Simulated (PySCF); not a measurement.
# A diatomic session: LiZn+

What are the lowest state that PBE0 finds, the bond length, vibrational wavenumber and bond energy of LiZn+, and how much do these hang on the method?

Program: PySCF 2.14.0. Level of theory: Li x2c-SVPall, Zn x2c-SVPall, spin-free X2C with a Gaussian nucleus. These are calculated values, not measurements.

## 1. The job

The job is set up so:

* atoms: Li, Zn
* charge: 1
* basis: Li x2c-SVPall, Zn x2c-SVPall
* Hamiltonian: spin-free X2C with a Gaussian nucleus
* basis functions: 45
* electrons treated: 32
* masses in u: 7.0160, 63.9291
* levels: PBE0, PBE, r²SCAN, BP86, r²SCAN0, PBEsol, HSE06, HF, MP2, SCS-MP2, CCSD, CCSD(T)
* grid: 80 radial by 434 angular points
* occupations: held fixed by the projection of orbital angular momentum
* dissociation limit: Li+ + Zn, each in its ground configuration
* starting distance in angstrom: 2.575
* values of 2S to try: 0, 2

The runs that follow: The PBE0 curve of the state that the search chose; Excited determinants; PBE (GGA); r²SCAN; BP86 (GGA); r²SCAN0 (hybrid meta-GGA); PBEsol (GGA); HSE06 (range-separated hybrid); RHF (mean field); Adding correlation.

Before running it: what results should come out? Wanted: for each run, Re; ωe; De; μ.

The runs gave:

Lowest PBE0 solution found, without spin–orbit coupling: ¹Σ⁺ (singlet), closed shell. State 2 has its PBE0 minimum 3.33 eV higher. The other levels ran on the lowest alone.

```csv
level,Re (Å),ωe (cm⁻¹),De (eV),μ (D)
RHF,2.778,245.3,0.59,-8.06
RHF-MP2,2.678,261.7,0.63,n/a
RHF-SCS-MP2,2.689,258.7,0.62,n/a
RHF-CCSD,2.694,259.8,0.62,n/a
RHF-CCSD(T),2.690,260.2,0.62,n/a
PBE,2.661,254.7,0.62,-8.16
PBEsol,2.653,254.9,0.61,-8.17
BP86,2.690,242.2,0.54,-8.43
r²SCAN,2.688,248.6,0.54,-8.34
PBE0,2.670,258.5,0.63,-8.03
r²SCAN0,2.688,252.8,0.57,-8.19
HSE06,2.670,257.1,0.62,-8.10
```

De is counted to Li+ + Zn in their ground configurations. A positive dipole points from Li to Zn; in an ion it is taken about the centre of mass and does not tell which atom is negative.

**Reading.** The methods spread over 0.125 Å in bond length, from PBEsol to RHF. CCSD(T) can't serve as the judge here: for a weak bond in this basis it is far from its limit. Of the levels with a De here, BP86 gives the least (0.54 eV) and RHF-MP2 the most (0.63 eV).

Correlated steps freeze 5 core orbitals.
